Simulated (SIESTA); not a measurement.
Write the native input for SIESTA 5.4.2 that does the following.

| Item | Value |
| --- | --- |
| Task | single point |
| Functional | PBEsol |
| Potentials or basis | PseudoDojo 0.4 standard (PBEsol files) |
| Basis | DZP (energy shift 0.003 Ry; two zetas on semicore shells) |
| Grid cutoff | 800 Ry |
| Energy shift | 0.003 Ry |
| k mesh | 9 × 9 × 3 |
| Occupations | fermi-dirac, width 0.05 eV |
| Spin | no spin polarisation |

The system is Nb2AsC.

```xyz
8
Lattice="3.3572 0.0000 0.0000 -1.6786 2.9075 0.0000 0.0000 0.0000 11.9320" Properties=species:S:1:pos:R:3 pbc="T T T"
Nb    0.0000    1.9383    1.1296
Nb    1.6786    0.9692    7.0955
Nb    1.6786    0.9692   10.8024
Nb    0.0000    1.9383    4.8364
As    0.0000    1.9383    8.9490
As    1.6786    0.9692    2.9830
C     0.0000    0.0000    0.0000
C     0.0000    0.0000    5.9660
```

The cell comes from a database or a generator and needn't be the stable form of this composition.

These files were run (other wordings do the same):

Nb2AsC.fdf

```
SystemName                      Nb2AsC
SystemLabel                     Nb2AsC
NumberOfSpecies                 3
NumberOfAtoms                   8
%block ChemicalSpeciesLabel
  1  41 Nb
  2  33 As
  3   6 C
%endblock ChemicalSpeciesLabel

LatticeConstant                 1.0 Ang
%block LatticeVectors
     3.3572416771     0.0000000000     0.0000000000
    -1.6786208385     2.9074565790     0.0000000000
     0.0000000000     0.0000000000    11.9319563700
%endblock LatticeVectors
AtomicCoordinatesFormat         Fractional
%block AtomicCoordinatesAndAtomicSpecies
     0.3333333333     0.6666666667     0.0946661600  1  Nb
     0.6666666667     0.3333333333     0.5946661600  1  Nb
     0.6666666667     0.3333333333     0.9053338400  1  Nb
     0.3333333333     0.6666666667     0.4053338400  1  Nb
     0.3333333333     0.6666666667     0.7500000000  2  As
     0.6666666667     0.3333333333     0.2500000000  2  As
     0.0000000000     0.0000000000     0.0000000000  3  C
     0.0000000000     0.0000000000     0.5000000000  3  C
%endblock AtomicCoordinatesAndAtomicSpecies

%block kgrid.MonkhorstPack
    9   0   0  0.0
    0   9   0  0.0
    0   0   3  0.0
%endblock kgrid.MonkhorstPack
XC.Functional                   GGA
XC.Authors                      PBEsol
PAO.BasisSize                   DZP
PAO.EnergyShift                 0.003 Ry
Mesh.Cutoff                     800 Ry
OccupationFunction              FD
ElectronicTemperature           0.05 eV
MaxSCFIterations                120
SCF.MustConverge                false
SCF.Mixer.Method                Pulay
SCF.Mixer.Weight                0.25
SCF.Mixer.History               8
SCF.DM.Tolerance                5.0e-05
SCF.H.Tolerance                 1.0e-03 eV
WriteForces                     true
Charge.Mulliken                 end
%block PAO.Basis
  Nb 5
  n=4 0 2
    3.366 0.000
  n=5 0 2
    9.113 0.000
  n=4 1 2
    3.905 0.000
  n=5 1 1
    9.113
  n=4 2 2
    7.312 0.000
  As 4
  n=4 0 2
    5.501 0.000
  n=4 1 2
    7.312 0.000
  n=3 2 2
    2.890 0.000
  n=4 2 1
    7.312
%endblock PAO.Basis
```

Potentials or basis: PseudoDojo 0.4 standard (PBEsol files), DZP (energy shift 0.003 Ry; two zetas on semicore shells).

Command:

```sh
$ siesta Nb2AsC.fdf > Nb2AsC.out 2>&1
```

Results of the run:

* Pressure: -4.9 GPa
* Largest force: 0.248 eV/Å
* Band gap on the k mesh: none (metal or under the smearing width)

Caveat: the basis of atomic orbitals isn't converged, which shifts pressures, moduli and gaps.

Wall time 7.3 min on 1 thread of AMD EPYC 7R43 64-Core Processor (Zen 3), on a shared host, peak memory 0.83 GiB.
